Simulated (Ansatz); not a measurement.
# CH6ClGeP: the cost of one run

Program: Ansatz 0.2.0 through its Python package. Level of theory: CAM-B3LYP/6-31G*. These are calculated values, not measurements.

## Step 1: The structure

Bond lengths: P1–Ge2 2.286 Å, Ge2–C3 1.945 Å, C3–Cl4 1.778 Å, P1–H5 1.452 Å, P1–H6 1.453 Å, Ge2–H7 1.550 Å, Ge2–H8 1.550 Å, C3–H9 1.109 Å, C3–H10 1.109 Å. Angles (14 of 15 angles, heavy atoms first): P1–Ge2–C3 109.8°, Ge2–C3–Cl4 109.6°, P1–Ge2–H7 109.2°, P1–Ge2–H8 109.7°, C3–Ge2–H7 109.1°, C3–Ge2–H8 109.6°, Ge2–P1–H5 94.0°, Ge2–P1–H6 93.7°, Ge2–C3–H9 109.4°, Ge2–C3–H10 109.4°, Cl4–C3–H9 109.4°, Cl4–C3–H10 109.5°, H7–Ge2–H8 109.5°, H5–P1–H6 94.3°.

The script reads ch6clgep.xyz:

```xyz
10

P     2.15580   -0.03400   -0.26240
Ge    0.05020   -0.92210   -0.30380
C    -1.22330    0.36870    0.40000
Cl   -1.30410    1.77860   -0.68040
H     1.75850    1.19720   -0.92240
H     2.00270    0.50620    1.07740
H     0.01840   -2.19780    0.57560
H    -0.33280   -1.28830   -1.76030
H    -2.22550   -0.10200    0.46600
H    -0.89990    0.69330    1.41030
```

## Step 2: The script

run_tae.py

```python
"""Atomisation energy of CH6ClGeP at the given geometry."""

from collections import Counter

import ansatz as az


def total_energy(molecule, charge=0, unpaired=0):
    calc = molecule.calculation().basis(gaussian="6-31G*").functional("CAM-B3LYP")
    if charge:
        calc = calc.charge(charge)
    if unpaired:
        calc = calc.spin("collinear", total=unpaired)
    report = calc.run().report
    if report["published_state_doubts"]:
        print("  doubts:", report["published_state_doubts"])
    return report["free_energy_ev"]


def main() -> None:
    ch6clgep = az.Crystal.molecule_from_extxyz("ch6clgep.xyz")

    # unpaired electrons of the ground-state atoms
    unpaired = {"P": 3, "Ge": 2, "C": 2, "Cl": 1, "H": 1}
    counts = Counter(site.symbol for site in ch6clgep.cartesian_sites)
    atom_energy = {s: total_energy(az.Crystal.molecule().atom(s, (0, 0, 0)), 0, unpaired[s]) for s in counts}
    whole = total_energy(ch6clgep, 0, 0)
    for s, e in atom_energy.items():
        print(f"{s:2s} x{counts[s]}  {e:14.5f} eV")
    print(f"CH6ClGeP: {whole:.5f} eV")
    split = sum(counts[s] * e for s, e in atom_energy.items()) - whole
    print(f"atomisation energy (no zero-point term): {96.485332 * split:.1f} kJ/mol, {split / sum(counts.values()):.3f} eV an atom")


if __name__ == "__main__":
    main()
```

## Step 3: What the engine is handed

The package turns the script's settings into the engine's input (first run):

```yaml
crystal:
  periodic: [false, false, false]
  atoms:
    - { symbol: P, position_ang: [0.0, 0.0, 0.0] }
basis:
  gaussian:
    orbitals: "6-31G*"
hamiltonian:
  xc: cam_b3lyp
magnetization:
  spin_polarized: true
  initial_magnetization: 3.0
```

## Step 4: Running it

Run with:

```sh
> python run_tae.py
```

**Question.** How long does this script take on 1 thread of Arm Neoverse V1, shared host, and how much memory does it need?

About 7.5 s, with a peak of 0.32 GiB.
